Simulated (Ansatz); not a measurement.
# Ti: an axial (c/a) deformation path

The task here is to estimate one member of a computed series from the others.

Program: Ansatz 0.2.0. Level of theory: DFT PBE, scalar-relativistic, plane waves, PAW. These are calculated values, not measurements.

## The system as given

It takes space group P6_3/mmc (No. 194, hexagonal). Conventional cell: a = 2.950 Å, b = 2.950 Å, c = 4.686 Å, α = 90.00°, β = 90.00°, γ = 120.00°. Ti (site symmetry -6m2) is surrounded by 12 Ti at 2.90 to 2.95 Å.

As a file:

```cif
data_structure
_symmetry_space_group_name_H-M 'P 1'
_symmetry_Int_Tables_number 1
_cell_length_a 2.9500
_cell_length_b 2.9500
_cell_length_c 4.6860
_cell_angle_alpha 90.000
_cell_angle_beta 90.000
_cell_angle_gamma 120.000
_cell_volume 35.32
loop_
_atom_site_label
_atom_site_type_symbol
_atom_site_fract_x
_atom_site_fract_y
_atom_site_fract_z
_atom_site_occupancy
Ti1 Ti 0.33333 0.66667 0.25000 1
Ti2 Ti 0.66667 0.33333 0.75000 1
```

No relaxation comes first: the listed cell is the starting point.

## The reference cell

The reference gives a free energy of -4999.3423 eV, pressure -1.63 GPa, largest force 0.000 eV/Å and gap on the mesh none (metal). It was computed beforehand with the settings of the runs below.

The first run:

At fixed volume and fractional coordinates, lengths along (0.000, 0.000, 1.000) are scaled against those across it; ρ is that ratio over its starting value.

File input.yaml:

```yaml
crystal:
  lattice:
    - [3.1142159576, 0.0, 0.0]
    - [-1.5571079788, 2.6969901322, 0.0]
    - [0.0, 0.0, 4.2048279924]
  atoms:
    - { symbol: Ti, position: [0.3333333333, 0.6666666667, 0.25] }
    - { symbol: Ti, position: [0.6666666667, 0.3333333333, 0.75] }
basis:
  ecutwfc: 420
kpoints:
  mp_grid: { grid: [24, 24, 12] }
hamiltonian:
  xc: pbe
scf:
  occupations: { method: gaussian, width: 0.15 }
output:
  forces: true
  stress: true
  eigenvalues: true
```

Command:

```console
ansatz run input.yaml --threads 1 --pin off --max-ram 2560MiB --backend cpu --events-out ev --progress --plain --runs-dir out
```

Among the steps run: At ρ = 0.850; Point ρ = 1.200; Point ρ = 0.920; Point ρ = 1.100; At ρ = 0.960; ρ = 1.050; At ρ = 0.800; At ρ = 1.300.

One table of the session follows, with a row left open; its other results are not shown here.

It belongs to the step «The scan collected». 

| ρ | ΔE (meV/atom) | pressure (GPa) |
| --- | --- | --- |
| 0.800 | 154.1 | -0.2 |
| 0.850 | 87.9 | -0.8 |
| 0.920 | ? | ? |
| 0.960 | 5.3 | -1.5 |
| 1.000 | 0.0 | -1.6 |
| 1.050 | 10.9 | -1.6 |
| 1.100 | 37.8 | -1.5 |
| 1.200 | 120.8 | -1.4 |
| 1.300 | 219.4 | -0.8 |

Q: Estimate the row for ρ = 0.920 from the others.

Worked estimate for «ΔE (meV/atom)». A straight line through the neighbours (0.850, 87.9) and (0.960, 5.3) gives 87.9 + (5.3 − 87.9) × (0.920 − 0.850) / (0.960 − 0.850) = 35.3; a parabola fitted to 4 rows on both sides gives 25.0.

As computed: ΔE (meV/atom): 24.3; pressure (GPa): -1.3. In «ΔE (meV/atom)» the line misses by +11.0 and the parabola by +0.7.
